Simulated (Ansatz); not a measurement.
**C2H8OSSi: up Jacob's ladder to CCSD(T)**

One table from this session's results is given with a row withheld; the runs are named, their logs left out.

Computed with Ansatz 0.2.0, Gaussian basis. Level: functionals in def2-TZVPP, the program's frozen cores in correlated methods.

The runs, in order: LDA (SPW92), PBE-D4, revPBE-D4, BLYP-D4, r2SCAN-D4, B97M-V, PBE0-D4, B3LYP-D4, r2SCANh-D4, r2SCAN0-D4, HSE06-D4, BHLYP-D4, CAM-B3LYP-D4, LC-ωPBE, ωB97X-V, ωB97M-V, B2PLYP, PBE-QIDH; CCSD(T)/def2-SVP; CCSD(T)/def2-TZVPP; MP2/def2-QZVPP; extrapolation to the limit; RPA on PBE.

### Structure used throughout

All runs share one geometry, relaxed beforehand with PBE0-D4 in a triple-zeta def2 set.

SMILES `CSC[SiH2]O`, 13 atoms, charge 0, spin multiplicity 1.

Atoms are counted from 1 here; the program's logs count them from 0.

Bond lengths: C1–S2 1.798 Å, C1–H6 1.090 Å, C1–H7 1.090 Å, C1–H8 1.091 Å, S2–C3 1.813 Å, C3–Si4 1.881 Å, C3–H9 1.094 Å, C3–H10 1.094 Å, Si4–O5 1.644 Å, Si4–H11 1.490 Å, Si4–H12 1.484 Å, O5–H13 0.964 Å. Angles: S2–C1–H6 106.6°, S2–C1–H7 112.2°, S2–C1–H8 110.6°, H6–C1–H7 108.9°, H6–C1–H8 108.8°, H7–C1–H8 109.7°, C1–S2–C3 100.9°, S2–C3–Si4 110.5°, S2–C3–H9 105.1°, S2–C3–H10 110.1°, Si4–C3–H9 109.0°, Si4–C3–H10 114.4°, H9–C3–H10 107.2°, C3–Si4–O5 108.3°, C3–Si4–H11 109.3°, C3–Si4–H12 111.5°, O5–Si4–H11 111.6°, O5–Si4–H12 107.5° and more.

As a file:

```
C    -1.6364    0.8113    0.8143
S     0.0872    1.3209    0.8677
C     0.9216   -0.2834    0.7392
Si    0.8175   -0.9419   -1.0195
O     1.1909    0.2823   -2.0515
H    -2.2319    1.7218    0.8859
H    -1.8856    0.2992   -0.1153
H    -1.8736    0.1680    1.6635
H     1.9687   -0.0809    0.9831
H     0.5391   -0.9679    1.5015
H    -0.5541   -1.4696   -1.2665
H     1.7954   -2.0342   -1.2508
H     0.8817    1.1398   -1.7369
```

The first run:

Contents of in.yaml:

```yaml
crystal:
  periodic: [false, false, false]
  atoms:
    - {symbol: C, position_ang: [-1.636368, 0.811269, 0.814328]}
    - {symbol: S, position_ang: [0.087167, 1.320850, 0.867712]}
    - {symbol: C, position_ang: [0.921615, -0.283405, 0.739205]}
    - {symbol: Si, position_ang: [0.817478, -0.941938, -1.019541]}
    - {symbol: O, position_ang: [1.190894, 0.282320, -2.051514]}
    - {symbol: H, position_ang: [-2.231915, 1.721796, 0.885926]}
    - {symbol: H, position_ang: [-1.885564, 0.299167, -0.115267]}
    - {symbol: H, position_ang: [-1.873558, 0.168038, 1.663529]}
    - {symbol: H, position_ang: [1.968653, -0.080941, 0.983099]}
    - {symbol: H, position_ang: [0.539132, -0.967875, 1.501462]}
    - {symbol: H, position_ang: [-0.554064, -1.469570, -1.266485]}
    - {symbol: H, position_ang: [1.795397, -2.034163, -1.250781]}
    - {symbol: H, position_ang: [0.881734, 1.139750, -1.736872]}
basis:
  gaussian: {orbitals: def2-TZVPP}
hamiltonian: {xc: lda}
output: {orbitals: {seedname: orbitals}}
```

Among the steps run: LDA; PBE-D4 (GGA); revPBE-D4 (GGA); BLYP-D4 (GGA); r2SCAN-D4 (meta-GGA); B97M-V (meta-GGA); PBE0-D4 (hybrid); B3LYP-D4 (hybrid); r2SCANh-D4 (hybrid); r2SCAN0-D4 (hybrid); HSE06-D4 (hybrid); BHLYP-D4 (hybrid); CAM-B3LYP-D4 (range-separated); LC-ωPBE (range-separated); ωB97X-V (range-separated); ωB97M-V (range-separated); B2PLYP (double hybrid); PBE-QIDH (double hybrid).

One table of the session follows, with a row left open; its other results are not shown here.

It belongs to the step «Frontier levels by functional». 

| functional | HOMO (eV) | gap (eV) |
| --- | --- | --- |
| LDA (SPW92) | -5.47 | 4.57 |
| PBE-D4 | -5.35 | 4.69 |
| revPBE-D4 | -5.30 | 4.74 |
| BLYP-D4 | -5.22 | 4.67 |
| r2SCAN-D4 | -5.56 | 5.26 |
| B97M-V | ? | ? |
| PBE0-D4 | -6.54 | 6.77 |
| B3LYP-D4 | -6.33 | 6.32 |
| r2SCANh-D4 | -6.01 | 6.02 |
| r2SCAN0-D4 | -6.68 | 7.14 |
| HSE06-D4 | -6.14 | 6.00 |
| BHLYP-D4 | -7.62 | 8.72 |
| CAM-B3LYP-D4 | -7.87 | 9.07 |
| LC-ωPBE | -9.22 | 11.65 |
| ωB97X-V | -8.88 | 11.12 |
| ωB97M-V | -8.73 | 10.65 |

Estimate the missing values for B97M-V.

As computed: HOMO (eV): -5.69; gap (eV): 5.23. In the column «HOMO (eV)» it lies between r2SCANh-D4 (-6.01) and r2SCAN-D4 (-5.56).
